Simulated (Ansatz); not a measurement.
# C2H9BOSi: up Jacob's ladder to CCSD(T)

An exercise on one series of results from a longer session: the logs are not shown, and one member is left open.

Program: Ansatz 0.2.0, Gaussian basis. Level of theory: functionals in def2-TZVPP, the program's frozen cores in correlated methods. These are calculated values, not measurements.

The runs, in order: PBE-D4, r2SCAN-D4, PBE0-D4, B3LYP-D4, ωB97X-V, ωB97M-V, B2PLYP; CCSD(T)/def2-TZVPP; MP2/def2-QZVPP; extrapolation to the limit.

**The geometry**

All runs share one geometry, relaxed beforehand with PBE0-D4 in a triple-zeta def2 set.

14 atoms, charge 0, spin multiplicity 1.

Atoms are counted from 1 here; the program's logs count them from 0.

Bond lengths: B1–C2 1.494 Å, B1–Si5 2.082 Å, B1–H6 1.205 Å, B1–H7 1.202 Å, C2–C3 1.491 Å, C2–O4 1.331 Å, C3–H8 1.087 Å, C3–H9 1.096 Å, C3–H10 1.097 Å, O4–H11 0.966 Å, Si5–H12 1.487 Å, Si5–H13 1.492 Å, Si5–H14 1.489 Å. Angles: C2–B1–Si5 87.7°, C2–B1–H6 115.9°, C2–B1–H7 119.0°, Si5–B1–H6 98.1°, Si5–B1–H7 101.4°, H6–B1–H7 121.9°, B1–C2–C3 124.8°, B1–C2–O4 120.8°, C3–C2–O4 114.4°, C2–C3–H8 111.4°, C2–C3–H9 108.3°, C2–C3–H10 111.8°, H8–C3–H9 108.4°, H8–C3–H10 109.0°, H9–C3–H10 107.7°, C2–O4–H11 111.0°, B1–Si5–H12 104.0°, B1–Si5–H13 114.7° and more.

As a file:

```
B    -0.18300    0.73564    1.14500
C    -0.74241   -0.31848    0.24611
C    -1.17062   -0.09360   -1.16462
O    -0.87135   -1.57553    0.66569
Si    1.68283    0.33871    0.31007
H    -0.30125    1.87216    0.76223
H     0.01243    0.47118    2.30081
H    -0.91510    0.90796   -1.50197
H    -2.25898   -0.20988   -1.21689
H    -0.72332   -0.82612   -1.84751
H    -1.08016   -2.16581   -0.06928
H     2.59932    1.26893    1.02137
H     1.78620    0.62304   -1.15052
H     2.15251   -1.05749    0.52821
```

Set-up of the first run:

File in.yaml:

```yaml
crystal:
  periodic: [false, false, false]
  atoms:
    - {symbol: B, position_ang: [-0.182997, 0.735644, 1.145004]}
    - {symbol: C, position_ang: [-0.742410, -0.318482, 0.246107]}
    - {symbol: C, position_ang: [-1.170619, -0.093603, -1.164618]}
    - {symbol: O, position_ang: [-0.871345, -1.575527, 0.665686]}
    - {symbol: Si, position_ang: [1.682826, 0.338714, 0.310075]}
    - {symbol: H, position_ang: [-0.301249, 1.872158, 0.762227]}
    - {symbol: H, position_ang: [0.012427, 0.471175, 2.300814]}
    - {symbol: H, position_ang: [-0.915103, 0.907957, -1.501970]}
    - {symbol: H, position_ang: [-2.258982, -0.209875, -1.216894]}
    - {symbol: H, position_ang: [-0.723320, -0.826119, -1.847513]}
    - {symbol: H, position_ang: [-1.080157, -2.165814, -0.069277]}
    - {symbol: H, position_ang: [2.599319, 1.268927, 1.021366]}
    - {symbol: H, position_ang: [1.786200, 0.623037, -1.150520]}
    - {symbol: H, position_ang: [2.152508, -1.057492, 0.528214]}
basis:
  gaussian: {orbitals: def2-TZVPP}
hamiltonian: {xc: pbe, dispersion: d4}
output: {forces: true, orbitals: {seedname: orbitals}}
```

On the command line:

```
> ansatz run in.yaml --threads 4 --pin off --events-out ev --progress --plain --max-ram 10444MiB
```

Steps of the session up to this table: PBE-D4 (GGA); r2SCAN-D4 (meta-GGA); PBE0-D4 (hybrid); B3LYP-D4 (hybrid); ωB97X-V (range-separated); ωB97M-V (range-separated); B2PLYP (double hybrid); CCSD(T) in def2-TZVPP; MP2 in def2-QZVPP.

One of the session's tables, all rows but one given; the rest of the session is left out.

| method | atomisation energy (kJ/mol) |
| --- | --- |
| PBE-D4 | 5062.7 |
| r2SCAN-D4 | 5009.7 |
| PBE0-D4 | 4988.3 |
| B3LYP-D4 | ? |
| ωB97X-V | 4983.8 |
| ωB97M-V | 4991.4 |
| B2PLYP | 4919.4 |
| HF/def2-TZVPP | 3677.1 |
| MP2/def2-TZVPP | 4893.2 |
| CCSD/def2-TZVPP | 4781.0 |
| CCSD(T)/def2-TZVPP | 4849.6 |
| MP2/CBS | 5006.4 |
| CCSD(T)/CBS | 4962.8 |

Q: Estimate the row for B3LYP-D4 from the others.

**Answer.** atomisation energy (kJ/mol): 4985.0. In the column «atomisation energy (kJ/mol)» it lies between ωB97X-V (4983.8) and PBE0-D4 (4988.3).
